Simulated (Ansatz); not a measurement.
# CH4O3Si: the cost of one run

The runs use Ansatz 0.2.0, Gaussian basis; the settings change from run to run.

## 1. The molecule

An earlier PBE0-D4 in a triple-zeta def2 set relaxation fixed the geometry.

SMILES `O[SiH]1OCO1`, 9 atoms, charge 0, spin multiplicity 1.

Atoms are counted from 1 here; the program's logs count them from 0.

Bond lengths: O1–Si2 1.619 Å, O1–H6 0.959 Å, Si2–O3 1.664 Å, Si2–O5 1.664 Å, Si2–H7 1.470 Å, O3–C4 1.428 Å, C4–O5 1.428 Å, C4–H8 1.095 Å, C4–H9 1.094 Å. Angles: Si2–O1–H6 118.7°, O1–Si2–O3 117.8°, O1–Si2–O5 117.8°, O1–Si2–H7 104.3°, O3–Si2–O5 82.9°, O3–Si2–H7 116.9°, O5–Si2–H7 116.9°, Si2–O3–C4 88.0°, O3–C4–O5 101.0°, O3–C4–H8 111.2°, O3–C4–H9 111.0°, O5–C4–H8 111.2°, O5–C4–H9 111.0°, H8–C4–H9 111.0°, Si2–O5–C4 88.0°.

## 2. LC-wPBE/pcseg-2

Set apart from the defaults: charge +1, multiplicity 2.

File in.yaml:

```yaml
crystal:
  periodic: [false, false, false]
  atoms:
    - {symbol: O, position_ang: [1.147612, -1.571389, 0.887848]}
    - {symbol: Si, position_ang: [-0.132921, -0.848714, 0.209934]}
    - {symbol: O, position_ang: [-0.591318, 0.637147, 0.803086]}
    - {symbol: C, position_ang: [-0.357300, 1.174506, -0.498672]}
    - {symbol: O, position_ang: [0.113868, 0.017455, -1.189562]}
    - {symbol: H, position_ang: [1.951045, -1.062276, 1.013844]}
    - {symbol: H, position_ang: [-1.162957, -1.896740, 0.171337]}
    - {symbol: H, position_ang: [0.406213, 1.958369, -0.472243]}
    - {symbol: H, position_ang: [-1.285842, 1.545242, -0.942573]}
basis:
  gaussian: {orbitals: pcseg-2}
total_charge: 1
magnetization: {spin_polarized: true, initial_magnetization: 1}
hamiltonian: {xc: {name: LC-wPBE}}
output: {forces: true}
```

Launch:

```sh
$ ansatz run in.yaml --threads 2 --pin off --events-out ev --progress --plain --max-ram 4352MiB
```

Q: Estimate wall time and peak memory on 2 threads of Intel Xeon Platinum 8259CL at 2.50GHz, shared host.

About 39 s, with a peak of 0.67 GiB.
